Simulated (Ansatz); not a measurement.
# CoSi: the cost of one run

Method: def2-TZVPP, core rule «outside noble gas», up to 14 orbitals frozen; program: Ansatz 0.2.0, Gaussian basis.

The runs, in order: UHF; CCSD(T) on ROHF; CCSD(T) on UHF; CCSDT(Q) on ROHF; CCSDT(Q) on UHF; CASSCF and NEVPT2, 13 electrons in 10 orbitals.

2 further runs of the same task are left out: 2 set aside as unsound or not needed.

**1. What is computed**

The geometry is a PBE0/def2-TZVP stationary point (not a proven minimum).

2 atoms, charge 0, spin multiplicity 4.

Atoms are counted from 1 here; the program's logs count them from 0.

Bond lengths: Co1–Si2 2.231 Å.

**2. UHF**

File in.yaml:

```yaml
crystal:
  periodic: [false, false, false]
  atoms:
    - {symbol: Co, position_ang: [0.000000, 0.000000, 0.000000]}
    - {symbol: Si, position_ang: [0.000000, 0.000000, 2.230600]}
basis:
  gaussian: {orbitals: def2-TZVPP}
magnetization: {spin_polarized: true, initial_magnetization: 3}
hamiltonian: {xc: hf}
output: {orbitals: {seedname: orbitals}}
```

Command:

```bash
$ ansatz run in.yaml --threads 1 --pin off --events-out ev --progress --plain --max-ram 4096MiB --backend cpu
```

Q: Estimate wall time and peak memory on 1 thread of AMD EPYC 7R13, shared host.

About 85 s, with a peak of 0.33 GiB.
